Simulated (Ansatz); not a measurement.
# CH₃BClN: how energies converge with the basis set

The task here is to estimate one member of a computed series from the others.

Computed with Ansatz 0.2.0, Gaussian basis. Level: one geometry, several basis sets.

Plan: PBE0-D4/def2-SVP; ωB97M-V/def2-SVP; PBE0-D4/def2-QZVPP; ωB97M-V/def2-QZVPP; the functionals' def2-TZVPP values are taken from earlier runs.

### The relaxed structure

All runs share one geometry, relaxed beforehand with PBE0-D4 in a triple-zeta def2 set.

SMILES `B/N=C\Cl`, 7 atoms, charge 0, spin multiplicity 1.

Atoms are counted from 1 here; the program's logs count them from 0.

Bond lengths: B1–N2 1.362 Å, B1–H5 1.195 Å, B1–H6 1.195 Å, N2–C3 1.226 Å, C3–Cl4 1.745 Å, C3–H7 1.088 Å. Angles: N2–B1–H5 118.6°, N2–B1–H6 118.6°, H5–B1–H6 122.7°, B1–N2–C3 176.1°, N2–C3–Cl4 123.5°, N2–C3–H7 125.0°, Cl4–C3–H7 111.5°.

Set-up of the first run:

File in.yaml:

```yaml
crystal:
  periodic: [false, false, false]
  atoms:
    - {symbol: B, position_ang: [-0.196794, 1.329311, -0.177313]}
    - {symbol: N, position_ang: [-0.115287, -0.014285, 0.028246]}
    - {symbol: C, position_ang: [0.038659, -1.219328, 0.190143]}
    - {symbol: Cl, position_ang: [1.553074, -2.043321, -0.082352]}
    - {symbol: H, position_ang: [-0.512863, 1.724755, -1.260279]}
    - {symbol: H, position_ang: [0.031185, 2.063831, 0.737864]}
    - {symbol: H, position_ang: [-0.736774, -1.908965, 0.517890]}
basis:
  gaussian: {orbitals: def2-SVP}
hamiltonian: {xc: pbe0, dispersion: d4}
output: {orbitals: {seedname: orbitals}}
```

Steps of the session up to this table: PBE0-D4 in def2-SVP; ωB97M-V in def2-SVP; PBE0-D4 in def2-QZVPP; ωB97M-V in def2-QZVPP.

One of the session's tables, all rows but one given; the rest of the session is left out.

It belongs to the step «Functionals by basis». 

```
functional       basis  HOMO (eV)
   PBE0-D4    def2-SVP      -8.32
   PBE0-D4  def2-TZVPP      -8.41
   PBE0-D4  def2-QZVPP      -8.43
   ωB97M-V    def2-SVP          ?
   ωB97M-V  def2-TZVPP     -10.58
   ωB97M-V  def2-QZVPP     -10.61
```

Q: Estimate the row for ωB97M-V, def2-SVP from the others.

As computed: HOMO (eV): -10.44. In the column «HOMO (eV)» it lies between ωB97M-V, def2-TZVPP (-10.58) and PBE0-D4, def2-QZVPP (-8.43).
